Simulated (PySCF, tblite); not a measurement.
# C₅H₁₁NOSi: infrared bands and NMR shifts

Aim: predict the infrared bands and NMR shifts of C₅H₁₁NOSi (`CC(C)(CC#N)O[SiH3]`).

Computed with tblite 0.8.0 and PySCF 2.14.0, with density-fitted response routines of our own, on a single molecule in the gas phase. Atoms are numbered from 0 throughout.

**1. The starting structure**

19 atoms, charge 0, multiplicity 1; geometry from: GFN2-xTB.

Bonds of the start (Å): C0–C1 1.53, C1–C2 1.53, C1–C3 1.55, C3–C4 1.44, C4–N5 1.14, C1–O6 1.40, O6–Si7 1.62, C0–H8 1.09, C0–H9 1.09, C0–H10 1.09, C2–H11 1.09, C2–H12 1.09, C2–H13 1.09, C3–H14 1.09, C3–H15 1.09, Si7–H16 1.45, Si7–H17 1.47, Si7–H18 1.47.

**2. Vibrational analysis with GFN2-xTB**

What the job is given:

```
{"job": {"kind": "ir", "xc": "GFN2-xTB", "basis": "xTB"}, "charge": 0, "multiplicity": 1}
C      0.979606     1.368205    -0.806314
C      0.170739     0.276513    -0.100172
C      0.106329     0.546236     1.402432
C      0.815355    -1.107663    -0.354902
C      2.162313    -1.174857     0.140111
N      3.231834    -1.221553     0.541967
O     -1.110142     0.283297    -0.668289
Si    -2.498994    -0.480181    -0.352295
H      0.518488     2.336298    -0.627882
H      0.992185     1.187696    -1.878779
H      2.001063     1.384746    -0.435301
H     -0.405638     1.488012     1.583761
H      1.109844     0.601074     1.816914
H     -0.441124    -0.248097     1.905136
H      0.818361    -1.308423    -1.429633
H      0.216869    -1.877301     0.140082
H     -3.313068     0.075690    -1.419062
H     -2.353933    -1.938928    -0.453585
H     -3.009889    -0.181514     0.988352
```

**Question.** This job is followed by: GIAO PBE0/pcSseg-1 NMR shielding, non-relativistic, gas phase. What will the session give for the following? strongest single infrared mode (GFN2-xTB); zero-point energy (GFN2-xTB); ¹³C shifts against TMS (PBE0/pcSseg-1, means over atoms taken as alike); ¹H shifts against TMS (PBE0/pcSseg-1, means over atoms taken as alike); ¹⁵N shifts against NH3 (PBE0/pcSseg-1); ¹⁷O shifts against H2O (PBE0/pcSseg-1); ²⁹Si shifts against TMS (PBE0/pcSseg-1).

As calculated:

| quantity | value |
| --- | --- |
| strongest single infrared mode (GFN2-xTB) | 2191 cm⁻¹, 383 km/mol |
| zero-point energy (GFN2-xTB) | 92.1 kcal/mol |
| ¹³C shifts against TMS (PBE0/pcSseg-1, means over atoms taken as alike) | 123.3, 74.7, 31.2, 30.4 ppm |
| ¹H shifts against TMS (PBE0/pcSseg-1, means over atoms taken as alike) | 4.90, 2.47, 1.55 ppm |
| ¹⁵N shifts against NH3 (PBE0/pcSseg-1) | 304.5 ppm |
| ¹⁷O shifts against H2O (PBE0/pcSseg-1) | 58.0 ppm |
| ²⁹Si shifts against TMS (PBE0/pcSseg-1) | -51.2 ppm |

**Reading.** No mode is imaginary among the 51: a minimum at this level. The strongest single mode, at 2191 cm⁻¹, moves mainly H17. Unscaled tight-binding wavenumbers are off by several per cent, some by more. Its intensities can rank the bands wrongly. The most deshielded carbon is C4 (nitrile carbon), at 123.3 ppm: this is the usual window of a C≡N carbon, which has no attached hydrogen. At PBE0/pcSseg-1: The largest span, 501 ppm, is at N5, where the paramagnetic term is -377 ppm.
